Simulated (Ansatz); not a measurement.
# Cu (hcp type): the cost of one run

Program: Ansatz 0.2.0. Level of theory: DFT LDA, with the methods named in each step. These are calculated values, not measurements.

This is Cu in the hcp structure; at room conditions it is fcc.

### Step 1. The starting structure

The structure is hexagonal, space group P6_3/mmc (No. 194). The conventional cell has a = 2.480 Å, b = 2.480 Å, c = 4.089 Å, α = 90.00°, β = 90.00°, γ = 120.00°. Cu (site symmetry -6m2) has 12 Cu at 2.48 to 2.50 Å in its first shell of neighbours.

Structure file:

```
Cu
1.0
     2.48047    0.00000    0.00000
    -1.24024    2.14815    0.00000
     0.00000    0.00000    4.08905
Cu
2
Cartesian
  0.0000 1.4321 1.0223
  1.2402 0.7161 3.0668
```

Whether this phase is the stable one at these pressures isn't tested.

Atoms are numbered in the order of the input: Cu1, Cu2.

### Step 2. The reference volume, LAPW

input.yaml reads:

```yaml
crystal:
  lattice:
    - [2.4804730629, 0.0, 0.0]
    - [-1.2402365315, 2.1481526859, 0.0]
    - [0.0, 0.0, 4.0890492651]
  atoms:
    - { symbol: Cu, position: [0.3333333333, 0.6666666667, 0.25] }
    - { symbol: Cu, position: [0.6666666667, 0.3333333333, 0.75] }
kpoints:
  mp_grid: { grid: [17, 17, 10] }
  band_path:
    path:
      - [0.0, 0.0, 0.0]
      - [0.5, 0.0, 0.0]
      - [0.3333333333, 0.3333333333, 0.0]
      - [0.0, 0.0, 0.0]
      - [0.0, 0.0, 0.5]
      - [0.5, 0.0, 0.5]
      - [0.3333333333, 0.3333333333, 0.5]
      - [0.0, 0.0, 0.5]
      - [0.5, 0.0, 0.5]
    npoints: 14
scf:
  occupations: { method: fermi_dirac, width: 0.1 }
hamiltonian:
  xc: lda
  pseudopotentials: { kind: all_electron, lapw: { basis_error: 0.001 } }
output:
  forces: true
  stress: true
  eigenvalues: true
  populations: true
  dos: { projected: true, de: 0.2, e_range: [-14, 8] }
```

Launch:

```
ansatz run input.yaml --threads 1 --pin off --max-ram 2048MiB --backend cpu --events-out ev --progress --plain --runs-dir out
```

What time and memory should one allow on 1 thread of Arm Neoverse V2, shared host?

About 45 s, with a peak of 0.58 GiB.
